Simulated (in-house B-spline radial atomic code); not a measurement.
**V: binding energies from hole states**

How much more does a second hole in V cost because of the first?

The numbers are computed with in-house B-spline radial atomic code version 1 (Dirac-Coulomb relativistic LDA (MacDonald-Vosko exchange, VWN5), spherical fractional occupations, Fermi nucleus, basis-set limit), except any that are marked as measured or tabulated.

### Step 1. The atom as given

* element: vanadium (Z = 23)
* charge: 0
* electrons: 23
* configuration: [Ar] 3d3 4s2
* Hamiltonian: Dirac-Coulomb
* nucleus: Fermi, rms radius 3.600 fm

Outer shells as boxes (Hund's rule):

[Ar] 3d3 4s2
```
[Ar] core
3d [↑ ][↑ ][↑ ][  ][  ]
4s [↑↓]
```

The boxes only draw the filling; these runs are spin-restricted and spherical.

Settings, as recorded:

```ini
Z = 23
electrons = 23.0
configuration = [Ar] 3d3 4s2
hamiltonian = dirac
method = lda_x_rel,vwn
spin_polarised = False
nucleus = fermi
rms_radius = 3.6002
mass_number = 51
atomic_mass = 50.943957664
speed_of_light = 137.035999084
```

The reference is known from an earlier run: -946.410382 hartree in all. Up to eight levels, counted from the top:

```
orbital  occupation  energy (eV)  <r> (bohr)
  2p1/2           2      -506.97      0.2727
  2p3/2           4      -499.91      0.2755
  3s1/2           2      -69.708      0.9511
  3p1/2           2      -44.489       1.013
  3p3/2           4      -43.651       1.021
  3d3/2         1.2       -5.442       1.441
  3d5/2         1.8       -5.376       1.447
  4s1/2           2       -4.839       3.326
```

Single holes known from earlier runs (ΔSCF): 1s 5474.58 eV, 2p1/2 532.53 eV, 3s 76.937 eV, 3p1/2 51.458 eV, 3d 11.246 eV.

### Step 2. The 1s and 3p1/2 holes

In configurations, a minus sign after the shell means j = l − 1/2 and a plus sign j = l + 1/2; the count of electrons follows.

Settings, as recorded:

```ini
Z = 23
electrons = 21.0
configuration = 1s1 2s2 2p6 3s2 3p-1 3p+4 3d3 4s2
hamiltonian = dirac
method = lda_x_rel,vwn
spin_polarised = False
nucleus = fermi
rms_radius = 3.6002
mass_number = 51
atomic_mass = 50.943957664
speed_of_light = 137.035999084
```

### Step 3. The 3p1/2 and 3d holes

Changes to the settings of step 2:

```diff
@@ -2,3 +2,3 @@
 electrons = 21.0
-configuration = 1s1 2s2 2p6 3s2 3p-1 3p+4 3d3 4s2
+configuration = 1s2 2s2 2p6 3s2 3p-1 3p+4 3d2 4s2
 hamiltonian = dirac
```

### Step 4. The 2p1/2 and 3s holes

Changes to the settings of step 3:

```diff
@@ -2,3 +2,3 @@
 electrons = 21.0
-configuration = 1s2 2s2 2p6 3s2 3p-1 3p+4 3d2 4s2
+configuration = 1s2 2s2 2p-1 2p+4 3s1 3p6 3d3 4s2
 hamiltonian = dirac
```

### Step 5. The 3s and 3s holes

Changes to the settings of step 4:

```diff
@@ -2,3 +2,3 @@
 electrons = 21.0
-configuration = 1s2 2s2 2p-1 2p+4 3s1 3p6 3d3 4s2
+configuration = 1s2 2s2 2p6 3p6 3d3 4s2
 hamiltonian = dirac
```

### Step 6. The 1s and 1s holes

Changes to the settings of step 5:

```diff
@@ -2,3 +2,3 @@
 electrons = 21.0
-configuration = 1s2 2s2 2p6 3p6 3d3 4s2
+configuration = 2s2 2p6 3s2 3p6 3d3 4s2
 hamiltonian = dirac
```

Q: What does each hole state cost in eV, and how does that compare with the orbital energies or single holes?

The runs gave:

| two holes | ΔSCF (eV) | less the two single holes (eV) |
| --- | --- | --- |
| 1s and 3p1/2 | 5547.08 | 21.05 |
| 3p1/2 and 3d | 77.558 | 14.85 |
| 2p1/2 and 3s | 629.05 | 19.57 |
| 3s and 3s | 170.33 | 16.46 |
| 1s and 1s | 11217.8 | 268.65 |

Two holes cost more than the sum of each, because the second electron leaves a more charged ion. The excess runs from 14.9 eV (3p1/2 and 3d) to 268.7 eV (1s and 1s); it tends to be largest where both holes are compact. Values are for the free atom, measured from the vacuum level.
